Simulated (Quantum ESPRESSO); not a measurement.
# AlBN: zone-centre phonons under several settings

```
CELL_PARAMETERS angstrom
2.64562 0.00000 0.00000
0.00000 2.64562 0.00000
0.00000 0.00000 5.40264
ATOMIC_POSITIONS crystal
Al 0.50000 0.50000 0.00000
B 0.50000 0.50000 0.50000
N 0.00000 0.00000 0.00000
```

The cell was built by a generator and needn't be a form met in nature.

All runs used Quantum ESPRESSO 7.5; potentials GBRV 1.5 PBEsol; k mesh 8 × 8 × 4, shifted; no spin polarisation; cutoff 612 eV; occupations fermi-dirac, width 0.05 eV.

```csv
level,geometry,volume (Å³/atom),pressure (GPa),lowest optical mode without the field (cm⁻¹),highest optical mode without the field (cm⁻¹)
PBEsol,relaxed at -3 GPa,13.99,-3.0,124i,785
PBEsol,relaxed at 0 GPa,12.30,0.0,153i,790
PBEsol,relaxed at 3 GPa,?,3.0,?,?
PBEsol,relaxed at 8 GPa,10.71,8.0,163i,761
PBEsol,relaxed at 15 GPa,10.27,15.0,189i,798
```

What stands in the row left open?

Volume 11.49 Å³/atom; lowest optical mode without the field 167i cm⁻¹; highest optical mode without the field 785 cm⁻¹.

Values marked i are imaginary: the cell is unstable against those modes at that level, or the meshes are too thin.

Caveats: the mesh is thin for the phonons of a metal; some modes are imaginary; the layers were relaxed without a dispersion term, so their spacing and the soft interlayer modes are unreliable; the cell is more than 3 GPa from zero pressure, which shifts response properties (some runs); the volume moved by over 15 % at a fixed basis, so the end points are rough (some runs); this functional lacks dispersion, which binds the layers, so the pressure and a relaxed spacing across them are unreliable (some runs).

For the row left open. Caveat: the mesh is thin for the phonons of a metal; some modes are imaginary; the cell is more than 3 GPa from zero pressure, which shifts response properties; the layers were relaxed without a dispersion term, so their spacing and the soft interlayer modes are unreliable.
